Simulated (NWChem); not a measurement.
# One shape, several levels: SeO2 (selenium dioxide)

We compute a comparison of 3 runs (B3LYP/6-31G*, B3LYP/def2-TZVPP, M06-2X/def2-TZVPP) of SeO2 (selenium dioxide). 

Program for the calculation: NWChem 7.3.0.

2 further runs of the same task are left out: 1 that didn't finish, 1 set aside as unsound or not needed. Runs told in other sessions of the task aren't counted.

## (1) Starting point

The species is SeO2 (3 atoms), meant as a singlet with charge 0. As SMILES, `O=[Se]=O`. The coordinates come from a PBE0-D4/def2-TZVP relaxation.

Bond lengths: O1–Se2 1.599 Å, Se2–O3 1.599 Å. Angles: O1–Se2–O3 113.8°.

## (2) Energy and forces at B3LYP/6-31G(d) (spherical functions) (run 1)

Contents of run.py:

```python
from ase import Atoms
from ase.calculators.nwchem import NWChem

system = Atoms(['O', 'Se', 'O'], positions=[
    [0.450000, -1.291360, 0.094840],
    [-0.515880, -0.067700, -0.261270],
    [0.065880, 1.359070, 0.166440],
])

calc = NWChem(
    label='run',
    theory='dft',
    memory='2200 mb',
    basis='6-31G*',
    basispar='spherical bse',
    dft={'xc': 'b3lyp', 'mult': '1', 'grid': 'xfine', 'convergence': 'energy 1e-08', 'iterations': '100', 'mulliken': None, 'print': 'low'},
)
system.calc = calc

forces = system.get_forces()
print("Total energy (eV):", round(system.get_potential_energy(), 6))
print("forces (eV/A):")
for s, f in zip(system.symbols, forces):
    print(f"{s:2s} {f[0]:10.5f} {f[1]:10.5f} {f[2]:10.5f}")
```

On the command line:

```bash
export ASE_NWCHEM_COMMAND="nwchem PREFIX.nwi > PREFIX.nwo"
python run.py
```

Output:

```text
Total energy (eV): -69433.757151
forces (eV/A):
O     0.65579   -1.04598    0.22060
Se   -0.98977   -0.13030   -0.50131
O     0.33399    1.17628    0.28071
```

The calculator wrote run.nwi:

```
title "run"

permanent_dir run

scratch_dir run

start run

geometry units angstrom nocenter noautosym noautoz
  O  4.5000000000000001e-01 -1.2913600000000001e+00 9.4839999999999994e-02
  Se -5.1588000000000001e-01 -6.7699999999999996e-02 -2.6127000000000000e-01
  O  6.5879999999999994e-02 1.3590700000000000e+00 1.6644000000000000e-01
end

memory 2200 mb

basis spherical bse noprint
   * library 6-31G*
end

dft
  xc b3lyp
  mult 1
  grid xfine
  convergence energy 1e-08
  iterations 100
  mulliken
  print low
end

task dft gradient
```

run.nwo:

```text
Northwest Computational Chemistry Package (NWChem) 7.3.0
             --------------------------------------------------------

           Job information
           ---------------

    nwchem branch   = 7.3.0
    use scalapack   = T
    input           = run.nwi
    prefix          = run.
    data base       = run/run.db
    status          = startup
    nproc           =        1

           Memory information
           ------------------

    heap     =     72089598 doubles =      550.0 Mbytes
    stack    =     72089595 doubles =      550.0 Mbytes
    global   =    144179200 doubles =     1100.0 Mbytes (distinct from heap & stack)
    total    =    288358393 doubles =     2200.0 Mbytes
    verify   = yes
    hardfail = no

[... 34 lines left out ...]
            Nuclear Dipole moment (a.u.)
[... 57 lines left out ...]
   convergence    iter        energy       DeltaE   RMS-Dens  Diis-err    time
[... 13 lines left out ...]
         Total DFT energy =    -2551.643532183174
      One electron energy =    -3930.633261107719
           Coulomb energy =     1290.650673882510
    Exchange-Corr. energy =     -104.325761952843
 Nuclear repulsion energy =      192.664816994879
[... 15 lines left out ...]
     -------------------------------------------
      Total Density - Lowdin Population Analysis
     -------------------------------------------

    Atom       Charge   Shell Charges
 -----------   ------   -------------------------------------------------------
    1 O    8     8.43   1.99  0.93  2.67  0.79  2.00  0.05
    2 Se  34    33.15   2.00  2.00  5.99  1.99  5.86  1.13  2.25  0.54  0.83  6.72  3.08  0.76
    3 O    8     8.43   1.99  0.93  2.67  0.79  2.00  0.05

                         DFT ENERGY GRADIENTS

    atom               coordinates                        gradient
                 x          y          z           x          y          z
   1 O       0.850377  -2.440317   0.179222   -0.012753   0.020341  -0.004290
   2 Se     -0.974872  -0.127934  -0.493729    0.019248   0.002534   0.009749
   3 O       0.124495   2.568270   0.314526   -0.006495  -0.022875  -0.005459

 Task  times  cpu:       15.2s     wall:       15.2s
 Total times  cpu:       15.2s     wall:       15.2s
```

Run time: 17 s. Hardware: 1 thread of Intel Xeon Platinum 8559C (Emerald Rapids), shared host; peak memory 0.13 GiB.

## (3) Energy and forces at B3LYP/def2-TZVPP (run 2)

Contents of calc.nw:

```
start calc
title "selenium dioxide"
memory 2200 mb

geometry units angstroms noautosym nocenter noautoz
 O     0.450000   -1.291360    0.094840
 Se   -0.515880   -0.067700   -0.261270
 O     0.065880    1.359070    0.166440
end

basis spherical bse
 * library def2-TZVPP
end

dft
 xc b3lyp
 grid fine
 convergence energy 1e-08
 maxiter 100
 mulliken
end

task dft gradient
```

On the command line:

```bash
nwchem calc.nw > calc.out
```

Output:

```text
[...]
          Wavefunction type:  closed shell.
          No. of atoms     :     3
          No. of electrons :    50
[...]
          Charge           :     0
          Spin multiplicity:     1
[...]
          AO basis - number of functions:   110
[...]
              XC Information
              --------------
                         B3LYP Method XC Potential
                     Hartree-Fock (Exact) Exchange  0.200
                        Slater Exchange Functional  0.800 local
                    Becke 1988 Exchange Functional  0.720 non-local
              Lee-Yang-Parr Correlation Functional  0.810
                  VWN I RPA Correlation Functional  0.190 local
[...]
 d= 0,ls=0.0,diis     1  -2551.8602352118 -2.74D+03  1.70D-02  1.70D+00     4.0
[...]
 d= 0,ls=0.0,diis    11  -2552.0356337109 -5.18D-10  6.66D-08  1.78D-10    25.9
         Total DFT energy =    -2552.035633710877
      One electron energy =    -3931.460972400212
           Coulomb energy =     1291.106258609741
    Exchange-Corr. energy =     -104.345736915286
 Nuclear repulsion energy =      192.664816994879
[...]
      Total Density - Mulliken Population Analysis
     ---------------------------------------------
    Atom       Charge   Shell Charges
 -----------   ------   -------------------------------------------------------
    1 O    8     8.45   0.79  1.18  0.62  0.95  0.36  1.83  1.83  0.87  0.00  0.03  0.00
    2 Se  34    33.10   2.00  2.00  1.17  0.77  1.12  0.80  6.00  5.91  1.00  1.44  0.36  8.94  1.06  0.19  0.26  0.07
    3 O    8     8.45   0.79  1.18  0.62  0.95  0.36  1.83  1.83  0.87  0.00  0.03  0.00
[...]
  wavefunction    = closed shell
                         DFT ENERGY GRADIENTS
    atom               coordinates                        gradient
                 x          y          z           x          y          z
   1 O       0.850377  -2.440317   0.179222   -0.007691   0.009927  -0.002817
   2 Se     -0.974872  -0.127934  -0.493729    0.012274   0.001618   0.006217
   3 O       0.124495   2.568270   0.314526   -0.004583  -0.011545  -0.003400
[...]
```

Run time: 35 s. Hardware: 1 thread of Intel Xeon Platinum 8559C (Emerald Rapids), shared host; peak memory 0.14 GiB.

## (4) Energy and forces at M06-2X/def2-TZVPP (run 3)

Contents of input.nw:

```
start input
title "selenium dioxide"
memory 2200 mb

geometry units angstrom noautosym nocenter noautoz
O        0.450000      -1.291360       0.094840
Se      -0.515880      -0.067700      -0.261270
O        0.065880       1.359070       0.166440
end

basis spherical bse
* library def2-TZVPP
end

dft
xc m06-2x
grid fine
convergence energy 1e-08
iterations 100
mulliken
end

task dft gradient
```

On the command line:

```bash
nwchem input.nw > input.out
```

Output:

```text
[...]
          Wavefunction type:  closed shell.
          No. of atoms     :     3
          No. of electrons :    50
[...]
          Charge           :     0
          Spin multiplicity:     1
[...]
          AO basis - number of functions:   110
[...]
              XC Information
              --------------
                       M06-2X Method XC Functional
                     Hartree-Fock (Exact) Exchange  0.540
                        M06-2X Exchange Functional  1.000
                      M06-2X Correlation Potential  1.000
[...]
 d= 0,ls=0.0,diis     1  -2551.8019416838 -2.74D+03  1.33D-02  1.70D+00     3.1
[...]
 d= 0,ls=0.0,diis    11  -2551.9561895910 -8.57D-09  3.72D-07  3.86D-09    28.3
         Total DFT energy =    -2551.956189590985
      One electron energy =    -3931.636270155995
           Coulomb energy =     1291.339349928697
    Exchange-Corr. energy =     -104.324086358566
 Nuclear repulsion energy =      192.664816994879
[...]
      Total Density - Mulliken Population Analysis
     ---------------------------------------------
    Atom       Charge   Shell Charges
 -----------   ------   -------------------------------------------------------
    1 O    8     8.46   0.79  1.18  0.62  0.94  0.37  1.80  1.88  0.86  0.00  0.03  0.00
    2 Se  34    33.08   2.00  2.01  1.14  0.80  1.03  0.86  6.00  5.92  0.89  1.57  0.30  9.00  1.01  0.20  0.29  0.08
    3 O    8     8.46   0.79  1.18  0.62  0.94  0.37  1.80  1.88  0.86  0.00  0.03  0.00
[...]
  wavefunction    = closed shell
                         DFT ENERGY GRADIENTS
    atom               coordinates                        gradient
                 x          y          z           x          y          z
   1 O       0.850377  -2.440317   0.179222    0.005013  -0.006553   0.001828
   2 Se     -0.974872  -0.127934  -0.493729   -0.007971  -0.001038  -0.004036
   3 O       0.124495   2.568270   0.314526    0.002958   0.007591   0.002208
[...]
```

Run time: 38 s. Hardware: 1 thread of Intel Xeon Platinum 8559C (Emerald Rapids), shared host; peak memory 0.14 GiB.

## (5) Overview of the runs

```csv
run,level,integration grid,energy (Eh),largest force (eV/Å),wall time
1,B3LYP/6-31G* (spherical functions),xfine,-2551.643532,1.255,17 s
2,B3LYP/def2-TZVPP,fine,-2552.035634,0.712,35 s
3,M06-2X/def2-TZVPP,fine,-2551.956190,0.463,38 s
```

## (6) Results

```
                       quantity           value
            run 3: total energy  -2551.95619 Eh
           run 3: dipole moment          2.99 D
             run 3: HOMO energy       -10.70 eV
             run 3: LUMO energy        -3.16 eV
           run 3: HOMO–LUMO gap         7.54 eV
run 3: largest force on an atom      0.463 eV/Å
```

**Reading.** Totals of different functionals can't be ranked against each other. All runs together took 90 s, the longest 38 s.
